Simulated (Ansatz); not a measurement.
**GeH₃ (doublet): wave-function methods side by side at distance Ge1–H3 = 1.227 Å, 6-31G**

Aim: climb from Hartree-Fock through coupled cluster and multireference methods for GeH₃ (doublet) at one geometry and basis, and see what each rung misses.

The runs use Ansatz 0.2.0, Gaussian basis; 6-31G, core rule «outside noble gas», up to 14 orbitals frozen.

To be run: UHF; CCSD(T) on ROHF; CCSD(T) on UHF; BCCD(T) on ROHF; CISD as a restricted active space (open shells left free, so some higher excitations enter); CCSDT(Q) on ROHF; CCSDT(Q) on UHF; CASSCF and MRCISD+Q, 3 electrons in 3 orbitals; CASSCF and NEVPT2, 3 electrons in 3 orbitals; CASSCF and MRCISD+Q, 7 electrons in 7 orbitals; CASSCF and NEVPT2, 7 electrons in 7 orbitals; Full CI.

20 further runs of the same task are left out: 13 that didn't finish, 7 set aside as unsound or not needed. Runs told in other sessions of the task aren't counted.

## 1. What is computed

The geometry derives from a PBE0/def2-TZVP stationary point (not a proven minimum). One bond is set to the value named and the two fragments are kept rigid. No spin-orbit coupling is included. The filled d shell of Ge may be among the frozen orbitals whatever the setting's name suggests.

4 atoms, charge 0, spin multiplicity 2.

Atoms are counted from 1 here; the program's logs count them from 0.

Bond lengths: Ge1–H2 1.539 Å, Ge1–H3 1.227 Å, Ge1–H4 1.539 Å. Angles: H2–Ge1–H3 111.2°, H2–Ge1–H4 111.2°, H3–Ge1–H4 111.2°.

## 2. UHF

in.yaml

```yaml
crystal:
  periodic: [false, false, false]
  atoms:
    - {symbol: Ge, position_ang: [-0.001987, 0.003403, -0.017468]}
    - {symbol: H, position_ang: [1.462985, 0.020296, 0.453835]}
    - {symbol: H, position_ang: [-0.598596, 1.008830, 0.354960]}
    - {symbol: H, position_ang: [-0.721170, -1.274373, 0.450099]}
basis:
  gaussian: {orbitals: 6-31G}
magnetization: {spin_polarized: true, initial_magnetization: 1}
hamiltonian: {xc: hf}
output: {orbitals: {seedname: orbitals}}
```

Command:

```console
$ ansatz run in.yaml --threads 1 --pin off --events-out ev --progress --plain --max-ram 2393MiB
```

The runs that follow: CCSD(T) on ROHF; CCSD(T) on UHF; BCCD(T) on ROHF; CISD as a restricted active space (open shells left free, so some higher excitations enter); CCSDT(Q) on ROHF; CCSDT(Q) on UHF; CASSCF and MRCISD+Q, 3 electrons in 3 orbitals; CASSCF and NEVPT2, 3 electrons in 3 orbitals; CASSCF and MRCISD+Q, 7 electrons in 7 orbitals; CASSCF and NEVPT2, 7 electrons in 7 orbitals; Full CI.

Before running them: what should the planned runs give, taken together? Wanted: FCI from the RHF energy; RMP2 from FCI; UMP2 from FCI; RCCSD from FCI; RCCSD(T) from FCI; UCCSD(T) from FCI; RCCSDT(Q) from FCI; UCCSDT(Q) from FCI; NEVPT2 pair from FCI.

As calculated:

| quantity | value |
| --- | --- |
| FCI from the ROHF energy | -1.8381 eV |
| RMP2 from FCI | +50.9 kJ/mol |
| UMP2 from FCI | +50.1 kJ/mol |
| RCCSD from FCI | +2.7 kJ/mol |
| RCCSD(T) from FCI | +0.8 kJ/mol |
| UCCSD(T) from FCI | +0.6 kJ/mol |
| RCCSDT(Q) from FCI | 0.0 kJ/mol |
| UCCSDT(Q) from FCI | -0.1 kJ/mol |
| NEVPT2 pair from FCI | +40.1 kJ/mol |
| MRCISD+Q pair from FCI | -0.4 kJ/mol |
| NEVPT2 valence from FCI | +15.6 kJ/mol |
| levels within 1 kcal/mol (43 meV) | RCCSD, UCCSD, RCCSD(T), UCCSD(T), BCCD(T), RCCSDT, UCCSDT, RCCSDT(Q), UCCSDT(Q), MRCISD+Q pair, MRCISD valence, MRCISD+Q valence |
| T1 diagnostic | 0.013 |
| effectively unpaired electrons | 1.02 |

**Reading.** RCCSD(T) lands +0.8 kJ/mol from the yardstick (0.4 % of the correlation energy). MRCISD+Q pair falls below full CI: the +Q correction isn't variational, and the cores differ from full CI's. One determinant dominates. Of the multireference levels listed MRCISD+Q pair comes nearest in total energy (-0.4 kJ/mol), which doesn't show that its space is the better one. These misses are within one basis, not against nature; the frozen cores of restricted and unrestricted runs differ, which can shift their rows.

Levels on UHF freeze UHF's core orbitals, full CI those of ROHF, so the U rows can settle a little off it for that reason alone.
